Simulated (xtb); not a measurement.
# GFN1-xTB (GBSA methanol, hydrogen mass 1 u, md dump 8 fs, md temperature 350 K, md time 0.2 ps) run of triplet BSiNH6SO

Aim: an optimisation and a trajectory of triplet BSiNH6SO. 

The results are computed with xtb 6.7.1.

3 further runs of the same task are left out: 3 set aside as unsound or not needed.

### Step 1. The system as given

BSiNH6SO: 11 atoms, total charge 0, spin state triplet. SMILES of the parent species: `NB(S)O[SiH3]`. The shape was relaxed beforehand at GFN2-xTB. This is one conformer, not always the lowest. The run starts from this shape.

Bond lengths: N1–B2 1.397 Å, B2–S3 1.829 Å, B2–O4 1.334 Å, O4–Si5 1.610 Å, N1–H6 1.004 Å, N1–H7 1.004 Å, S3–H8 1.325 Å, Si5–H9 1.463 Å, Si5–H10 1.460 Å, Si5–H11 1.466 Å. Some angles: N1–B2–S3 118.1°, N1–B2–O4 123.4°, S3–B2–O4 118.5°, B2–O4–Si5 154.0°, B2–N1–H6 122.7°, B2–N1–H7 123.5°, B2–S3–H8 96.2°, O4–Si5–H9 107.2°, O4–Si5–H10 103.2°, O4–Si5–H11 110.0°.

### Step 2. An optimisation and a trajectory at GFN1-xTB (GBSA methanol, hydrogen mass 1 u, md dump 8 fs, md temperature 350 K, md time 0.2 ps)

The input, xtb.inp:

```
$md
   temp=350
   time=0.2
   step=0.5
   dump=8.0
   hmass=1
   shake=0
   nvt=false
$end
```

The input, struc.xyz:

```xyz
11

N      0.31669     1.74608     0.59057
B      0.80329     0.46663     0.31179
S      2.58050     0.14012     0.59756
O      0.04085    -0.52452    -0.15420
Si    -1.35089    -1.17596    -0.63604
H     -0.64615     2.00122     0.46155
H      0.89106     2.49487     0.93426
H      2.55775    -1.12558     0.20792
H     -2.09184    -1.55163     0.56827
H     -0.92411    -2.32300    -1.43295
H     -2.11176    -0.20523    -1.42813
```

Run with:

```console
$ xtb struc.xyz --uhf 2 --gbsa methanol --input xtb.inp --gfn 1 --omd | tee out.txt
```

**Question.** What will come out? Wanted: potential energy of the last frame.

Answer, from the run:

At GFN1-xTB (GBSA methanol, hydrogen mass 1 u, md dump 8 fs, md temperature 350 K, md time 0.2 ps):

```
                          quantity         value
potential energy of the last frame  -18.11562 Eh
```
